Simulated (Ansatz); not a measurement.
# C4Si: the cost of one run

Method: the levels named in each step, in Ansatz 0.2.0.

## 1. The starting structure

Bond lengths: C1–C2 1.263 Å, C2–C3 1.311 Å, C3–C4 1.255 Å, C4–Si5 1.763 Å. Angles: C1–C2–C3 180.0°, C2–C3–C4 180.0°, C3–C4–Si5 180.0°.

Coordinates:

```xyz
5

C     0.0000    0.0000   -2.6518
C     0.0000    0.0000   -1.3885
C     0.0000    0.0000   -0.0774
C     0.0000    0.0000    1.1774
Si    0.0000    0.0000    2.9402
```

## 2. A rough first relaxation, PBE-D4/def2-SVP

Input file input.yaml:

```yaml
crystal:
  periodic: [false, false, false]
  atoms:
    - { symbol: C, position_ang: [0.0, 0.0, -2.6518] }
    - { symbol: C, position_ang: [0.0, 0.0, -1.38847] }
    - { symbol: C, position_ang: [0.0, 0.0, -0.07735] }
    - { symbol: C, position_ang: [0.0, 0.0, 1.17738] }
    - { symbol: Si, position_ang: [0.0, 0.0, 2.94023] }
basis:
  gaussian: { orbitals: def2-SVP }
hamiltonian:
  xc: pbe
  dispersion: d4
relax:
  f_tol: 0.03
  max_steps: 200
```

Run with:

```bash
ansatz run input.yaml --threads 2 --pin off --max-ram 5120MiB --backend cpu --events-out ev --progress --plain --runs-dir out
```

Q: Estimate wall time and peak memory on 2 threads of Arm Neoverse V2, shared host.

About 3.3 s, with a peak of 0.1 GiB.
